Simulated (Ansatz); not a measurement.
# BBrH₄Si (SMILES B[SiH2]Br): one structure at several levels

The atoms stand at a structure displaced at random from a GFN2-xTB minimum. How far do the functionals agree with CCSD(T) there?

Computed with Ansatz 0.2.0, Gaussian basis. Level: single points in def2-TZVPP.

Cores are frozen in the correlated methods. Filled d shells of the heavier atoms are correlated.

### 1 The starting structure

SMILES `B[SiH2]Br`, 7 atoms, charge 0, spin multiplicity 1.

Atoms are counted from 1 here; the program's logs count them from 0.

Bond lengths: B1–Si2 1.834 Å, B1–H4 1.075 Å, B1–H5 1.181 Å, Si2–Br3 2.281 Å, Si2–H6 1.352 Å, Si2–H7 1.482 Å. Angles: Si2–B1–H4 141.7°, Si2–B1–H5 125.0°, H4–B1–H5 93.3°, B1–Si2–Br3 109.6°, B1–Si2–H6 117.5°, B1–Si2–H7 120.6°, Br3–Si2–H6 106.2°, Br3–Si2–H7 102.3°, H6–Si2–H7 98.7°.

Coordinates:

```xyz
7
BBrH4Si
B    -0.91080    0.09080   -0.67690
Si    0.60970    0.12260    0.34800
Br    1.03520   -1.96990    1.14870
H    -1.65690   -0.58290   -1.05810
H    -1.39290    1.03170   -1.20230
H     0.62280    0.94660    1.41960
H     1.91290    0.50530   -0.24530
```

### 2 CCSD(T)/def2-TZVPP

Contents of run/in.yaml:

```yaml
crystal:
  periodic: [false, false, false]
  atoms:
    - {symbol: B, position_ang: [-0.910800, 0.090800, -0.676900]}
    - {symbol: Si, position_ang: [0.609700, 0.122600, 0.348000]}
    - {symbol: Br, position_ang: [1.035200, -1.969900, 1.148700]}
    - {symbol: H, position_ang: [-1.656900, -0.582900, -1.058100]}
    - {symbol: H, position_ang: [-1.392900, 1.031700, -1.202300]}
    - {symbol: H, position_ang: [0.622800, 0.946600, 1.419600]}
    - {symbol: H, position_ang: [1.912900, 0.505300, -0.245300]}
basis:
  gaussian: {orbitals: def2-TZVPP}
correlation: {method: ccsd_t}
output: {forces: true}
```

No record of the launch command was kept for these runs.

### 3 PBE0-D4/def2-TZVPP

Edit run/in.yaml of step 2 so:

```diff
@@ -12,3 +12,3 @@
   gaussian: {orbitals: def2-TZVPP}
-correlation: {method: ccsd_t}
-output: {forces: true}
+hamiltonian: {xc: pbe0, dispersion: d4}
+output: {forces: true, orbitals: {seedname: orbitals}}
```

### 4 wB97M-V/def2-TZVPP

Edit run/in.yaml of step 3 so:

```diff
@@ -12,3 +12,3 @@
   gaussian: {orbitals: def2-TZVPP}
-hamiltonian: {xc: pbe0, dispersion: d4}
-output: {forces: true, orbitals: {seedname: orbitals}}
+hamiltonian: {xc: {name: wB97M-V}}
+output: {forces: true}
```

### 5 r2SCAN-D4/def2-TZVPP

Edit run/in.yaml of step 4 so:

```diff
@@ -12,3 +12,3 @@
   gaussian: {orbitals: def2-TZVPP}
-hamiltonian: {xc: {name: wB97M-V}}
+hamiltonian: {xc: r2scan, dispersion: d4}
 output: {forces: true}
```

### 6 PBE-D4/def2-TZVPP

Edit run/in.yaml of step 5 so:

```diff
@@ -12,3 +12,3 @@
   gaussian: {orbitals: def2-TZVPP}
-hamiltonian: {xc: r2scan, dispersion: d4}
+hamiltonian: {xc: pbe, dispersion: d4}
 output: {forces: true}
```

### 7 CAM-B3LYP-D4/def2-TZVPP

Edit run/in.yaml of step 6 so:

```diff
@@ -12,3 +12,3 @@
   gaussian: {orbitals: def2-TZVPP}
-hamiltonian: {xc: pbe, dispersion: d4}
+hamiltonian: {xc: {name: CAM-B3LYP}, dispersion: d4}
 output: {forces: true}
```

### 8 revPBE-D4/def2-TZVPP

Edit run/in.yaml of step 7 so:

```diff
@@ -12,3 +12,3 @@
   gaussian: {orbitals: def2-TZVPP}
-hamiltonian: {xc: {name: CAM-B3LYP}, dispersion: d4}
+hamiltonian: {xc: {name: revPBE}, dispersion: d4}
 output: {forces: true}
```

(Steps that only read results are left out.)

Before running it: what results should come out? Wanted: energy less free atoms, CCSD(T)/def2-TZVPP; RMS force component; RMS force error; HOMO and LUMO, PBE0-D4; T1 diagnostic.

As calculated:

| quantity | value |
| --- | --- |
| energy less free atoms, CCSD(T)/def2-TZVPP | -19.593 eV |
| RMS force component | 1.609 to 1.685 eV/Å over the methods |
| RMS force error | PBE0-D4 0.142, wB97M-V 0.094, r2SCAN-D4 0.168, PBE-D4 0.283, CAM-B3LYP-D4 0.093, revPBE-D4 0.259 eV/Å |
| HOMO and LUMO, PBE0-D4 | -8.04 and -3.21 eV |
| T1 diagnostic | 0.009 |

What this shows: Against CCSD(T) the functionals' energies less atoms differ by -0.742 to -0.131 eV, PBE-D4 by -0.514 eV. A larger basis would deepen the CCSD(T) value, while the functionals are nearly converged already, so the order here is not reliable. On forces the order runs from CAM-B3LYP-D4 to PBE-D4. Frozen-core CCSD(T) forces in triple zeta carry basis errors of their own, and this is one geometry, so small gaps rank nothing.
